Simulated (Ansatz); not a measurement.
# C₅H₇O₂−: from a rough start to a stationary point

Aim: relax C₅H₇O₂− from a cheap starting geometry, then compute its harmonic vibrations to see whether it is a minimum and to get the zero-point energy and entropy, and look at its orbitals and charge.

Computed with Ansatz 0.2.0, Gaussian basis. Level: RKS PBE0-D4/def2-TZVPD.

The runs, in order: relaxation at PBE0-D4/def2-TZVPD; harmonic vibrations at the same level; a single point in def2-TZVPPD for the fields.

## Step 1: Starting geometry

SMILES `CC(=O)[CH-]C(C)=O`, 14 atoms, charge -1, spin multiplicity 1.

Atoms are counted from 1 here; the program's logs count them from 0.

Bond lengths: C1–C2 1.546 Å, C1–H8 1.089 Å, C1–H9 1.089 Å, C1–H10 1.089 Å, C2–O3 1.245 Å, C2–C4 1.398 Å, C4–C5 1.406 Å, C4–H11 1.085 Å, C5–C6 1.525 Å, C5–O7 1.247 Å, C6–H12 1.090 Å, C6–H13 1.088 Å, C6–H14 1.088 Å. Angles: C2–C1–H8 110.3°, C2–C1–H9 110.2°, C2–C1–H10 109.7°, H8–C1–H9 108.4°, H8–C1–H10 109.1°, H9–C1–H10 109.1°, C1–C2–O3 117.7°, C1–C2–C4 113.8°, O3–C2–C4 128.5°, C2–C4–C5 127.8°, C2–C4–H11 116.7°, C5–C4–H11 115.5°, C4–C5–C6 117.4°, C4–C5–O7 123.6°, C6–C5–O7 119.0°, C5–C6–H12 109.9°, C5–C6–H13 109.8°, C5–C6–H14 109.8° and more.

The start is a GFN2-xTB geometry.

## Step 2: Geometry optimisation, PBE0-D4/def2-TZVPD

Input file in.yaml:

```yaml
crystal:
  periodic: [false, false, false]
  atoms:
    - {symbol: C, position_ang: [1.240310, -1.964780, 0.396350]}
    - {symbol: C, position_ang: [0.735700, -0.511930, 0.244050]}
    - {symbol: O, position_ang: [1.528860, 0.407410, 0.517470]}
    - {symbol: C, position_ang: [-0.587490, -0.417560, -0.196000]}
    - {symbol: C, position_ang: [-1.334700, 0.748430, -0.436950]}
    - {symbol: C, position_ang: [-0.643010, 2.086190, -0.199600]}
    - {symbol: O, position_ang: [-2.517530, 0.740600, -0.831240]}
    - {symbol: H, position_ang: [1.170330, -2.490300, -0.555440]}
    - {symbol: H, position_ang: [0.635640, -2.498250, 1.128940]}
    - {symbol: H, position_ang: [2.278380, -1.960680, 0.726350]}
    - {symbol: H, position_ang: [-1.109110, -1.351790, -0.377020]}
    - {symbol: H, position_ang: [-1.328860, 2.903940, -0.423180]}
    - {symbol: H, position_ang: [0.241940, 2.159000, -0.827650]}
    - {symbol: H, position_ang: [-0.310450, 2.149710, 0.833920]}
basis:
  gaussian: {orbitals: def2-TZVPD}
total_charge: -1
hamiltonian: {xc: pbe0, dispersion: d4}
relax: {f_tol: 0.005, max_steps: 150}
```

On the command line:

```sh
$ ansatz run in.yaml --threads 4 --pin off --events-out ev --progress --plain --max-ram 11315MiB
```

After this run come: Harmonic vibrations; Fields at the relaxed geometry.

Q: Predict the results of all the runs planned. Wanted: point group; shift from the start; total energy; dispersion term; lowest, highest wavenumber; zero-point energy; HOMO, LUMO.

As calculated:

| quantity | value |
| --- | --- |
| point group | Cs |
| steps | 36 |
| shift from the start (rms) | 0.437 Å |
| total energy | -9387.7264 eV |
| dispersion term | -277 meV |
| lowest, highest wavenumber | 79, 3170 cm⁻¹ |
| zero-point energy | 286.3 kJ/mol |
| entropy at 298.15 K | 367.2 J/(mol K) |
| HOMO, LUMO | -1.12, 3.64 eV |

The atoms moved 0.44 Å (rms) from the start; the bond that changed most is C1–C2, from 1.546 to 1.529 Å. All wavenumbers are real, so the end point is a minimum. The stiffest mode, 3170 cm⁻¹, is a C–H stretch, and 4 modes under 200 cm⁻¹ make the vibrational entropy uncertain. Harmonic hybrid wavenumbers usually lie a few per cent above measured fundamentals. The largest Mulliken charge, -0.82 e, sits on C1. The HOMO lies mostly on C4 41 %; O3, O7 about 19 % each and the LUMO on H8, H9, H10 about 22 % each; H11 8 %.
